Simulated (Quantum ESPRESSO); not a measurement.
Pb3O: Wannier functions under several settings

```
Pb O
1.0
    -3.00383    3.00383    3.00383
     3.00383   -3.00383    3.00383
     3.00383    3.00383   -3.00383
Pb O
3 1
Direct
  0.00000 0.50000 0.50000
  0.50000 0.00000 0.50000
  0.50000 0.50000 0.00000
  0.00000 0.00000 0.00000
```

The cell was built by a generator and needn't be a form met in nature.

All runs used Quantum ESPRESSO 7.5; potentials GBRV 1.5 LDA; k mesh 5 × 5 × 5; given cell; no spin polarisation; cutoff 612 eV; occupations fermi-dirac, width 0.05 eV.

```tsv
level	start	Wannier mesh	spread a function (Å²)	RMS miss of the bands (meV)
LDA	atomic projections with disentanglement	4 × 4 × 4	1.03	13
LDA	atomic projections with disentanglement, not minimised	4 × 4 × 4	?	?
LDA	SCDM with an erfc weight	4 × 4 × 4	2.53	62
```

**Question.** What stands in the row left open?

**Answer.** Spread a function 1.30 Å²; RMS miss of the bands 8 meV.

Caveats: the Wannier minimisation didn't converge (some runs).

